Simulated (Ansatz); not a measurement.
# CH6ClFGe: the cost of one run

Program: Ansatz 0.2.0. Level of theory: RKS PBE-D4/def2-SVP. These are calculated values, not measurements.

### Step 1. The system as given

Bond lengths: Ge1–F2 2.112 Å, Ge1–H3 1.511 Å, Ge1–H4 1.554 Å, Ge1–C5 1.974 Å, Ge1–Cl7 2.592 Å, C5–H8 1.086 Å, C5–H9 1.086 Å, C5–H10 1.084 Å. Angles (14 of 16 angles, heavy atoms first): F2–Ge1–C5 86.2°, F2–Ge1–Cl7 70.5°, C5–Ge1–Cl7 115.9°, F2–Ge1–H3 80.1°, F2–Ge1–H4 157.1°, H3–Ge1–C5 123.4°, H3–Ge1–Cl7 110.3°, H4–Ge1–C5 107.6°, H4–Ge1–Cl7 86.9°, Ge1–C5–H8 110.1°, Ge1–C5–H9 109.1°, Ge1–C5–H10 110.9°, H3–Ge1–H4 105.7°, H8–C5–H9 108.3°.

Coordinates:

```xyz
10

Ge   -0.5086    0.4423   -0.4073
F     1.5915    0.5252   -0.6181
H    -0.4073    0.7699   -1.8792
H    -1.9230    0.9132    0.0317
C    -0.2306   -1.3702    0.3249
H     1.6100    1.4593    0.1280
Cl    0.4291    2.3948    1.0170
H    -0.1055   -1.3228    1.4028
H    -1.1040   -1.9784    0.1101
H     0.6483   -1.8333   -0.1099
```

### Step 2. A restrained relaxation towards end A

Springs on the bonds that form and break draw the guess towards this end; the thresholds are loose.

Input file input.yaml:

```yaml
crystal:
  periodic: [false, false, false]
  atoms:
    - { symbol: Ge, position_ang: [-0.5086, 0.4423, -0.4073] }
    - { symbol: F, position_ang: [1.5915, 0.5252, -0.6181] }
    - { symbol: H, position_ang: [-0.4073, 0.7699, -1.8792] }
    - { symbol: H, position_ang: [-1.923, 0.9132, 0.0317] }
    - { symbol: C, position_ang: [-0.2306, -1.3702, 0.3249] }
    - { symbol: H, position_ang: [1.61, 1.4593, 0.128] }
    - { symbol: Cl, position_ang: [0.4291, 2.3948, 1.017] }
    - { symbol: H, position_ang: [-0.1055, -1.3228, 1.4028] }
    - { symbol: H, position_ang: [-1.104, -1.9784, 0.1101] }
    - { symbol: H, position_ang: [0.6483, -1.8333, -0.1099] }
basis:
  gaussian: { orbitals: def2-SVP }
hamiltonian:
  xc: pbe
  dispersion: d4
relax:
  f_tol: 0.15
  max_steps: 25
  restrain:
    - { distance: [0, 6], at: 3.52, k: 30.0 }
    - { distance: [5, 1], at: 2.18, k: 30.0 }
    - { distance: [0, 1], at: 1.77, k: 30.0 }
    - { distance: [5, 6], at: 1.33, k: 30.0 }
```

Run with:

```sh
ansatz run input.yaml --threads 2 --pin off --max-ram 3072MiB --backend cpu --events-out ev --progress --plain --runs-dir out
```

**Question.** How long does this run take on 2 threads of Arm Neoverse V2, shared host, and how much memory does it need?

About 29 s, with a peak of 0.15 GiB.
